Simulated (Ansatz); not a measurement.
Crystal: HfB.

```
CELL_PARAMETERS angstrom
0.00000 2.31000 2.31000
2.31000 0.00000 2.31000
2.31000 2.31000 0.00000
ATOMIC_POSITIONS crystal
Hf 0.50000 0.50000 0.50000
B 0.00000 0.00000 0.00000
```

Base run:

| Property | Result |
| --- | --- |
| Program | Ansatz 0.2.0 |
| Functional | PBE |
| Potentials or basis | all-electron LAPW, scalar-relativistic |
| Cutoff | 282 eV (chosen from the basis error) |
| Basis error allowed | 0.001 eV/atom |
| k mesh | 10 × 10 × 10 |
| Occupations | fermi-dirac, width 0.05 eV |
| Spin | no spin polarisation |

Its results: pressure 29.6 GPa.

The run is repeated on the same cell with these changes: functional from PBE to LDA. What comes out?

Pressure 18.0 GPa.

LDA binds more tightly than PBE, so the same cell stands under less pressure.

Caveats: a pressure of tens of GPa on the cell as given is suspect, and the run, the potentials or the cell itself is likely at fault (some runs).
